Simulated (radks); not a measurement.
# Ba⁴³⁺ in [Ne] 3s2 3d1: an all-electron calculation

One table from this session's results is given with a row withheld; the runs are named, their logs left out.

Program: radks (a radial shooting solver on a logarithmic mesh, Libxc functionals) version 1. Level of theory: Dirac Kohn-Sham, PBEsol, spin-unpolarised, spherical densities, finite nucleus; open shells fill j = l - 1/2 first. These are calculated values, not measurements, unless marked.

**Starting point**

```
element            : barium (Z = 56)
charge             : +43
electrons          : 13
configuration      : [Ne] 3s2 3d1
nuclear rms radius : 4.8378 fm
```

The first run:

Input:

```text
Z 56
configuration [Ne] 3s2 3d1 3p0 4s0 4d0 4f0
relativity Dirac
functional pbe_sol,pbe_sol
spin unpolarised
j_filling energy
nucleus finite rms 4.8378 fm
c 137.035999084
```

The run is started by

```bash
$ python run_ks.py task.json out
```

The same process makes all the runs of this session.

One table of the session follows, with a row left open; its other results are not shown here.

It belongs to the step «Radial structure». Sizes of the orbitals, from the radial functions (bohr):

```
level      <r>  outermost maximum (interpolated)  90 % within  nodes
1s1/2  0.02557                            0.0164       0.0461      0
2s1/2   0.1076                            0.0923        0.166      1
2p1/2  0.09035                            0.0704        0.148      0
2p3/2  0.09607                            0.0754        0.155      0
3s1/2   0.2605                             0.248        0.378      2
3p1/2   0.2466                             0.232        0.366      1
3p3/2   0.2551                             0.241        0.377      1
3d3/2   0.2207                             0.187        0.336      0
3d5/2   0.2234                             0.190        0.339      0
4s1/2        ?                                 ?            ?      ?
4d3/2   0.4548                             0.457        0.659      1
4d5/2   0.4582                             0.461        0.664      1
4f5/2   0.4002                             0.354        0.581      0
4f7/2   0.4018                             0.356        0.582      0
```

Estimate the missing values for 4s1/2.

The run gave: <r>: 0.4835; outermost maximum (interpolated): 0.490; 90 % within: 0.680; nodes: 3. In the column «<r>» it is the highest.
